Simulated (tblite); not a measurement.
# C6H9O: the cost of one run

Programs: tblite 0.8.0 and PySCF 2.14.0, with routines of our own; each step states its level. All values are computed. Atoms count from 0.

## 1. The starting structure

16 atoms, charge 0, multiplicity 2; geometry from: start built from the parent or by distance geometry.

## 2. Optimising the geometry with GFN2-xTB

The job: settings as JSON, then the geometry in Å.

```
{"job": {"kind": "relax", "xc": "GFN2-xTB", "basis": "xTB"}, "charge": 0, "multiplicity": 2}
O      2.643100     1.093600    -1.103000
C      2.186100     0.463500    -0.048800
C      0.721900     0.183900    -0.144300
C     -0.177800     0.528300    -1.131400
C     -1.548800     0.008700    -0.817100
C     -1.472600    -0.386900     0.632900
C      0.023400    -0.581000     0.930300
H      2.648200    -0.524800     0.189600
H      2.320300     0.946700     0.949300
H      0.094400     1.048600    -2.001700
H     -1.783300    -0.850400    -1.473500
H     -2.312500     0.778200    -0.985400
H     -2.063400    -1.277900     0.878600
H     -1.850500     0.423300     1.258800
H      0.262800    -0.192800     1.939000
H      0.293600    -1.643100     0.903700
```

The run is started by

```bash
> OMP_NUM_THREADS=1 python redox_run.py task.json out
```

The driver reads the jobs from task.json and runs them one after another.

Q: Estimate the wall time of this first job on 1 thread of Intel Xeon at 2.50GHz, shared host.

About 2.1 s.
